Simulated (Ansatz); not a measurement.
# ZrCu: the cost of one run

Program: Ansatz 0.2.0. Level of theory: DFT PBEsol, scalar-relativistic, plane waves, PAW. These are calculated values, not measurements.

## Step 1: Starting point

Symmetry: Pm-3m, No. 221, cubic system. The conventional cell has a = 3.271 Å, b = 3.271 Å, c = 3.271 Å, α = 90.00°, β = 90.00°, γ = 90.00°. Around Zr (site symmetry m-3m) lie 8 Cu at 2.83 Å. Cu (site symmetry m-3m) has 8 Zr at 2.83 Å as nearest neighbours.

Coordinates:

```cif
data_structure
_symmetry_space_group_name_H-M 'P 1'
_symmetry_Int_Tables_number 1
_cell_length_a 3.2709
_cell_length_b 3.2709
_cell_length_c 3.2709
_cell_angle_alpha 90.000
_cell_angle_beta 90.000
_cell_angle_gamma 90.000
_cell_volume 34.99
loop_
_atom_site_label
_atom_site_type_symbol
_atom_site_fract_x
_atom_site_fract_y
_atom_site_fract_z
_atom_site_occupancy
Zr1 Zr 0.50000 0.50000 0.50000 1
Cu1 Cu 0.00000 0.00000 0.00000 1
```

It goes back to an entry of the Materials Project, which need not be the stable form.

It is the result of an earlier relaxation at this level (volume 17.50 Å³/atom; gap on the mesh: none (metal)).

## Step 2: The cell under PBEsol

Input file input.yaml:

```yaml
crystal:
  lattice:
    - [3.2709044991, 0.0, 0.0]
    - [0.0, 3.2709044991, 0.0]
    - [0.0, 0.0, 3.2709044991]
  atoms:
    - { symbol: Zr, position: [0.5, 0.5, 0.5] }
    - { symbol: Cu, position: [0.0, 0.0, 0.0] }
basis:
  ecutwfc: 420
kpoints:
  mp_grid: { grid: [14, 14, 14] }
hamiltonian:
  xc: pbesol
scf:
  occupations: { method: gaussian, width: 0.1 }
output:
  forces: true
  stress: true
  eigenvalues: true
relax:
  adjacent_minimum: "off"
  f_tol: 0.005
  max_steps: 50
  cell: { stress_tol: 0.05 }
```

Run with:

```sh
$ ansatz run input.yaml --threads 1 --pin off --max-ram 2560MiB --backend cpu --events-out ev --progress --plain --runs-dir out
```

Q: Estimate wall time and peak memory on 1 thread of Intel Xeon at 2.50GHz (Skylake/Cascade Lake), shared host.

About 52 s, with a peak of 0.42 GiB.
